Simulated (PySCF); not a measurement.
# BiI2 (Bi(I)2+): the cost of one run

The runs use PySCF 2.14.0; several levels, as the steps say, no spin–orbit coupling.

1 further run of the same task is left out (for a known fault of the program).

### 1 The starting structure

3 atoms, charge 1, spin multiplicity 1.

Bond lengths: Bi1–I2 2.719 Å, Bi1–I3 2.719 Å. Angles: I2–Bi1–I3 103.7°.

As a file:

```
Bi    0.0000    0.0000   -0.9840
I     2.1377    0.0000    0.6955
I    -2.1377    0.0000    0.6955
```

Formal oxidation states: Bi +3. An earlier session relaxed this geometry at PBE0, Bi def2-SVP with ECP60, I def2-SVP with ECP28 (singlet, point group C2v).

At PBE0 on the finer grid: E = -809.861878 Eh, HOMO -12.53 eV, LUMO -9.47 eV, Mulliken charge on Bi1 +0.78 e, largest force component 0.064 eV/Å. 

Levels to run: revPBE; TPSSh; PBE0, TZVP. Hardware: 2 threads of Arm Neoverse V1, shared host.

### 2 revPBE

Contents of run.py (the lines that set the calculation):

```python
mol = gto.M(atom='''
Bi     0.00000     0.00000    -0.98405
I      2.13773     0.00000     0.69550
I     -2.13773     0.00000     0.69550''',
    basis={'Bi': 'def2-SVP', 'I': 'def2-SVP'},
    ecp={'Bi': 'def2-SVP', 'I': 'def2-SVP'},
    charge=1, spin=0)
mf = dft.RKS(mol, xc='PBE_R,PBE')
mf.grids.atom_grid = (75, 302)
mf = mf.density_fit()  # fitting sets: Bi def2-universal-JKFIT, I def2-universal-JKFIT
mf.conv_tol = 1e-08; mf.max_cycle = 55
mf.kernel(dm0)  # dm0: the density of the relaxed state
```

Launch:

```bash
$ OMP_NUM_THREADS=2 python run.py
```

**Question.** How long does this run take on 2 threads of Arm Neoverse V1, shared host?

About 3.4 s.
